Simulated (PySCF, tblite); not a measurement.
**C₆H₇N₂S radical: geometry, infrared bands and EPR parameters**

Aim: predict the infrared bands and EPR parameters of C₆H₇N₂S radical (`C[C@@H]1C[C@@H]1c1[c]nsn1`).

The runs use tblite 0.8.0 and PySCF 2.14.0, with density-fitted response routines of our own; the level of theory stands in each step. All values are computed, except where a source is named. Atoms count from 0, in the outputs and in this text.

### Step 1. Starting geometry

16 atoms, charge 0, multiplicity 2; geometry from: force field or distance geometry start.

Bonds of the start (Å): C0–C1 1.47, C1–C2 1.53, C2–C3 1.52, C3–C4 1.48, C4–C5 1.35, C5–N6 1.33, N6–S7 1.46, S7–N8 1.84, C3–C1 1.49, N8–C4 1.35, C0–H9 1.14, C0–H10 1.08, C0–H11 1.13, C1–H12 1.11, C2–H13 1.11, C2–H14 1.11, C3–H15 1.10.

### Step 2. Optimising the geometry with GFN2-xTB

What the job is given:

```
{"job": {"kind": "relax", "xc": "GFN2-xTB", "basis": "xTB"}, "charge": 0, "multiplicity": 2}
C     -1.480400     1.031300     0.272300
C     -1.178900    -0.126100    -0.577800
C     -0.740900    -1.351300     0.229200
C      0.167700    -0.714200    -0.815400
C      1.385600    -0.121800    -0.216700
C      1.484300     1.165800     0.188200
N      2.677200     1.482800     0.676000
S      3.678600     0.425600     0.703000
N      2.534900    -0.807300    -0.043900
H     -2.487800     0.818700     0.767900
H     -0.812700     1.307800     1.070300
H     -1.728600     1.908900    -0.395900
H     -1.913100    -0.290300    -1.394000
H     -1.316500    -2.254500    -0.048000
H     -0.511600    -1.129000     1.288900
H      0.234700    -1.337300    -1.715500
```

Command:

```
> OMP_NUM_THREADS=1 python probes_run.py task.json out
```

One launch serves the whole session: the jobs run in the order shown.

What it wrote:

```text
step      E/eV     max force
  0    -689.27216    7.549
  1    -690.26639    2.311
  2    -690.43222    1.587
  3    -690.52252    1.049
  4    -690.55216    0.462
  5    -690.58029    0.351
  6    -690.61236    0.441
  7    -690.62867    0.391
  8    -690.64533    0.281
  9    -690.65528    0.211
 10    -690.66515    0.230
 11    -690.67302    0.249
 12    -690.68179    0.235
 13    -690.69132    0.250
 14    -690.69995    0.212
 15    -690.70608    0.192
 16    -690.70963    0.143
 17    -690.71144    0.085
 18    -690.71263    0.092
 19    -690.71373    0.123
 20    -690.71518    0.130
 21    -690.71722    0.129
 22    -690.71972    0.143
 23    -690.72229    0.119
 24    -690.72470    0.131
 25    -690.72728    0.147
 26    -690.73066    0.152
 27    -690.73535    0.205
 28    -690.74124    0.317
 29    -690.74759    0.317
 30    -690.75367    0.204
 31    -690.75941    0.155
 32    -690.76411    0.409
 33    -690.76667    0.655
 34    -690.77489    0.269
 35    -690.78026    0.137
 36    -690.78542    0.162
 37    -690.79262    0.265
 38    -690.80183    0.268
 39    -690.81295    0.196
 40    -690.81587    0.525
 41    -690.81489    0.459
 42    -690.82527    0.144
 43    -690.82769    0.130
 44    -690.83261    0.092
 45    -690.83363    0.081
 46    -690.83577    0.066
 47    -690.83620    0.057
 48    -690.83656    0.038
 49    -690.83680    0.026
 50    -690.83698    0.026
 51    -690.83709    0.031
 52    -690.83722    0.036
 53    -690.83742    0.036
 54    -690.83767    0.033
 55    -690.83790    0.034
 56    -690.83811    0.037
 57    -690.83831    0.036
 58    -690.83853    0.030
 59    -690.83877    0.035
 60    -690.83901    0.041
 61    -690.83925    0.036
 62    -690.83945    0.028
 63    -690.83958    0.023
 64    -690.83965    0.020
 65    -690.83968    0.016
 66    -690.83972    0.013
 67    -690.83974    0.013
 68    -690.83977    0.012
 69    -690.83979    0.012
 70    -690.83981    0.012
 71    -690.83983    0.012
 72    -690.83986    0.014
 73    -690.83988    0.014
 74    -690.83990    0.011
 75    -690.83992    0.012
 76    -690.83996    0.014
 77    -690.84000    0.018
 78    -690.84006    0.022
 79    -690.84014    0.024
 80    -690.84024    0.027
 81    -690.84031    0.024
 82    -690.84035    0.017
 83    -690.84037    0.010
 84    -690.84038    0.009
```

It took 0.48 s on 1 thread of Arm Neoverse V2, shared host.

Relaxation path: (not every step is listed)

```
step  energy from step 0 (eV)  largest force (eV/Å)
   0                   0.0000                7.5494
   1                  -0.9942                2.3115
   2                  -1.1601                1.5869
   3                  -1.2504                1.0485
   4                  -1.2800                0.4625
   5                  -1.3081                0.3509
   6                  -1.3402                0.4410
   7                  -1.3565                0.3913
   8                  -1.3732                0.2807
  15                  -1.4339                0.1919
  22                  -1.4476                0.1432
  29                  -1.4754                0.3173
  36                  -1.5133                0.1617
  43                  -1.5555                0.1296
  50                  -1.5648                0.0260
  57                  -1.5661                0.0361
  64                  -1.5675                0.0201
  71                  -1.5677                0.0122
  78                  -1.5679                0.0218
  79                  -1.5680                0.0244
  80                  -1.5681                0.0269
  81                  -1.5682                0.0240
  82                  -1.5682                0.0168
  83                  -1.5682                0.0102
  84                  -1.5682                0.0094
```

Close pairs (by a distance rule), those that changed most:

```
  bond  before (Å)  after (Å)  change (Å)
 N6–S7       1.456      1.660      +0.204
 S7–N8       1.840      1.642      -0.198
 C4–C5       1.353      1.416      +0.062
 C5–N6       1.327      1.272      -0.055
 C0–H9       1.143      1.088      -0.054
C0–H11       1.131      1.088      -0.042
 C1–C2       1.531      1.492      -0.040
 C0–C1       1.467      1.505      +0.038
```

The final coordinates are the input of the step that follows.

### Step 3. Harmonic vibrations with GFN2-xTB

What the job is given:

```
{"job": {"kind": "ir", "xc": "GFN2-xTB", "basis": "xTB"}, "charge": 0, "multiplicity": 2}
C     -1.416151     1.127327     0.118469
C     -1.237098    -0.218242    -0.532395
C     -0.854350    -1.400698     0.292166
C      0.141853    -0.828092    -0.691558
C      1.309553    -0.133162    -0.169560
C      1.332653     0.790929     0.902505
N      2.457967     1.299486     1.209007
S      3.590295     0.653356     0.180656
N      2.526122    -0.284606    -0.646888
H     -2.341465     1.156053     0.690919
H     -0.576014     1.324562     0.801586
H     -1.438920     1.918338    -0.628616
H     -1.915156    -0.399338    -1.358578
H     -1.282338    -2.365970     0.070807
H     -0.653356    -1.236701     1.340433
H      0.348805    -1.394298    -1.590365
```

What it wrote:

```text
mode    cm-1     km/mol
  1      49.2      0.84
  2     115.6      2.98
  3     145.0      1.70
  4     210.1      0.06
  5     288.7      0.47
  6     333.2      2.33
  7     389.5      0.63
  8     449.5      4.47
  9     485.6     16.22
 10     603.2      5.82
 11     642.9      5.15
 12     652.8      9.12
 13     705.0     48.42
 14     809.4     38.68
 15     827.2      1.75
 16     873.3      4.61
 17     888.3     13.34
 18     942.7     13.53
 19     978.0      9.50
 20    1039.3      3.86
 21    1052.0      0.59
 22    1067.4      7.28
 23    1082.3      7.45
 24    1109.4     32.66
 25    1162.9      1.25
 26    1214.2      2.79
 27    1291.2     39.43
 28    1294.5      0.69
 29    1380.4      0.25
 30    1405.2     14.74
 31    1450.1     24.37
 32    1461.3     15.32
 33    1471.2     15.62
 34    1480.5      5.92
 35    1527.9     72.56
 36    2808.4     70.13
 37    3021.8     28.15
 38    3029.5     15.91
 39    3037.7     37.75
 40    3065.5     12.92
 41    3090.0     18.60
 42    3106.2     32.49
```

Run time: 0.47 s. Hardware: 1 thread of Arm Neoverse V2, shared host.

The strongest bands and the atoms that carry them (share of the mass-weighted mode):

```
cm⁻¹  km/mol                                 atoms
 705    48.4                      N6 63 %, S7 12 %
 809    38.7                      N8 71 %, S7 12 %
1109    32.7  C1 28 %, H12 24 %, H9 15 %, H11 13 %
1291    39.4                      C4 53 %, N8 17 %
1528    72.6    C4 37 %, C5 27 %, N6 12 %, N8 12 %
2808    70.1                              H10 93 %
3038    37.8                    H12 79 %, H11 10 %
3106    32.5                    H13 56 %, H14 31 %
```

### Step 4. EPR parameters: B3LYP/pcH-1

Same as in step 3 but for these lines:

```diff
@@ -1,2 +1,2 @@
-{"job": {"kind": "ir", "xc": "GFN2-xTB", "basis": "xTB"}, "charge": 0, "multiplicity": 2}
+{"job": {"kind": "epr", "basis": "pcH-1"}, "charge": 0, "multiplicity": 2}
 C     -1.416151     1.127327     0.118469
```

Method: UKS B3LYP, pcH-1 on C H N S, non-relativistic, mean-field spin-orbit, GIAO.

What it wrote:

```text
UKS, coarse grid
  cycle   1  E = -740.37171477  |g| = 3.62e-01
  cycle   2  E = -740.33716016  |g| = 4.47e-01
  cycle   3  E = -740.43010188  |g| = 5.93e-02
  cycle   4  E = -740.43117607  |g| = 3.98e-02
  cycle   5  E = -740.43194462  |g| = 1.34e-02
  cycle   6  E = -740.43202068  |g| = 7.71e-03
  cycle   7  E = -740.43205307  |g| = 2.10e-03
  cycle   8  E = -740.43205754  |g| = 1.75e-03
  cycle   9  E = -740.43205971  |g| = 9.10e-04
UKS, final grid
  cycle   1  E = -740.43204804  |g| = 2.07e-03
  cycle   2  E = -740.43203779  |g| = 5.24e-03
  cycle   3  E = -740.43205011  |g| = 2.64e-04
  cycle   4  E = -740.43205016  |g| = 1.40e-04
  cycle   5  E = -740.43205020  |g| = 1.30e-04
  cycle   6  E = -740.43205022  |g| = 3.21e-05
  cycle   7  E = -740.43205022  |g| = 1.12e-05
E = -740.43205022 Eh   <S^2> = 0.7562 (exact 0.7500)
g shifts (ppm)      1          2          3
  rmc          -205       -205       -205
  gc             14         10         22
  oz_so       -4259      -2533         73
  total       -4449      -2728       -110
hyperfine (MHz)  atom isotope    a_iso     a_fc   dipolar eigenvalues
    0   13C      35.42      35.42     -7.62     -7.42     15.04
    1   13C      -2.91      -2.91     -0.84     -0.52      1.36
    2   13C      -0.31      -0.30     -0.77     -0.43      1.20
    3   13C      -3.02      -3.02     -0.92     -0.32      1.24
    4   13C     102.05     102.01    -10.41     -7.48     17.88
    5   13C     549.28     549.90    -65.60    -51.76    117.36
    6   14N     104.01     104.06     -4.64      0.91      3.73
    7   33S      36.19      36.21    -18.55    -14.90     33.45
    8   14N       1.32       1.34     -1.63     -1.21      2.84
    9    1H       3.83       3.83     -4.28     -1.08      5.36
   10    1H       2.74       2.74    -19.74    -15.87     35.61
   11    1H      -1.58      -1.58     -4.46     -1.07      5.52
   12    1H       6.77       6.77     -1.29     -0.92      2.21
   13    1H       1.47       1.48     -1.06     -0.91      1.97
   14    1H       0.89       0.89     -3.17     -2.93      6.10
   15    1H      -0.52      -0.52     -1.62     -1.34      2.96
```

Wall time 1.9 min (1 thread of Arm Neoverse V2, shared host); peak memory 1.1 GiB.

Principal g values 1.99787, 1.99959, 2.00221; g(iso) = 1.99989, against 2.00232 for a free electron.

Mean a(iso) over the nuclei that a row names, and the largest dipolar term of the row (other rows stand at the frozen geometry):

```
      nuclei  isotope  a(iso) (MHz)  a(iso) (G, at g = 2.0023)  largest dipolar term (MHz)
          C5      13C         549.3                      196.0                       117.4
          N6      14N         104.0                       37.1                        -4.6
          C4      13C         102.0                       36.4                        17.9
          S7      33S          36.2                       12.9                        33.5
          C0      13C          35.4                       12.6                        15.0
         H12       1H           6.8                        2.4                         2.2
          C3      13C          -3.0                       -1.1                         1.2
          C1      13C          -2.9                       -1.0                         1.4
H9, H10, H11       1H           1.7                        0.6                        35.6
         H13       1H           1.5                        0.5                         2.0
          N8      14N           1.3                        0.5                         2.8
         H14       1H           0.9                        0.3                         6.1
         H15       1H          -0.5                       -0.2                         3.0
          C2      13C          -0.3                       -0.1                         1.2
```

Mulliken spin populations:

C0 0.07; C1 0.00; C2 0.00; C3 0.00; C4 0.00; C5 0.82; N6 0.00; S7 0.12; N8 0.02; H9 0.00; H10 -0.02; H11 0.00; H12 0.00; H13 0.00; H14 0.00; H15 0.00

In first order the couplings over 0.8 MHz of 14N, 1H give 282 distinct lines over 80.2 G, if the averaged nuclei exchange fast.

The fields below are evaluated on a grid from the run's orbitals.

ELF in a plane through or near 6 of the atoms.

Ten even steps from ' ' (0.00) to '@' (0.93):
```
                                                        
                                                        
                                                        
                                                        
              ....          ..::--::....                
            ..--==::....  ..==++**++++==::              
        ....::==++==++==  ::##**..++##**::              
    ..==++++++++====****::  **++==--++--                
    --%%@@##****::::**##--  ::##@@%%==                  
  ..++@@@@::==--::..##%%++..::##****++..                
  ..**@@@@::--##%%##----########++::%%##::              
    ==%%%%**++%%==####::@@++::%%++**##**::              
    ..++++----##**##**==##::--==::::::..                
      ....  ::##@@%%--  --####==                        
            ..++##++..  ::####::                        
              ..--..    ..==--                          
                                                        
                                                        
                                                        
                                                        
```
The map spans 12.5 Å across and 9.1 Å up, centred on the molecule. Atoms in the plane (x, y in Å): C0 (1.2, 1.3), C1 (1.3, -0.2), C3 (0.1, -1.0), C4 (-1.3, -0.4), S7 (-3.6, 0.0), N8 (-2.4, -0.9).

log10 of the density (e/Å³) in the same plane.

Ten even steps from ' ' (-4.0) to '@' (1.2):
```
                                                        
                                                        
                          ..::::::::::....              
          ....::::::::..::::--======----::..            
        ..::----==----------==++++++++==--::            
      ::----==++++==========****##****++--::..          
  ..::--==++++****++++++++++####%%%%##++==--..          
  ::--==++**************++++**##@@%%##++==::..          
..::==++**######****##****++**##%%##**++--::..          
..--==**##@@@@####**####******##%%%%##++==::..          
..--==**##%%@@%%%%%%%%@@%%####%%@@%%##**==--..          
..::==++**####%%%%%%%%%%%%%%%%%%######++==--..          
..::--==++****##%%%%######%%@@##******++--::..          
  ..::--====++**####******######**++++==--..            
      ::::--==++++++====++****++++====--::              
        ..::::--====----==++++====----::..              
            ..::::::::::----------::::..                
                      ....::::::......                  
                                                        
                                                        
```
The map spans 12.5 Å across and 9.1 Å up, centred on the molecule. Atoms in the plane (x, y in Å): C0 (1.2, 1.3), C1 (1.3, -0.2), C3 (0.1, -1.0), C4 (-1.3, -0.4), S7 (-3.6, 0.0), N8 (-2.4, -0.9).

On the surface of density 0.002 e/bohr³ the electrostatic potential runs, from the 1st to the 99th percentile, from -1.36 V near N8 to 0.95 V near H12.

The spin density lies nearest to C5 61 %; S7 11 %; N6 8 %; H10 6 %.

### Step 5. Outcome

| quantity | value |
| --- | --- |
| strongest single infrared mode (GFN2-xTB) | 1528 cm⁻¹, 73 km/mol |
| zero-point energy (GFN2-xTB) | 74.4 kcal/mol |
| g(iso) (B3LYP) | 1.99989 |
| ⟨S²⟩ | 0.756 (exact 0.75) |
| largest a(iso) (averaged by class) | 13C on C5, 549.3 MHz |
| surface potential, 1st and 99th percentile | -1.36 V and 0.95 V |

What this shows: Over 84 steps the energy fell by 1.568 eV; of the close pairs, N6–S7 changed most, 1.456 to 1.660 Å. No mode is imaginary among the 42: a minimum at this level. The strongest single mode, at 1528 cm⁻¹, is carried by C4, C5, N6, N8. GFN2-xTB is a fitted tight-binding method: band positions and strengths are rough. Its intensities can rank the bands wrongly. C5 carries the largest spin population, 0.82 e. The isotropic g lies 2.4 ppt below the free-electron value.
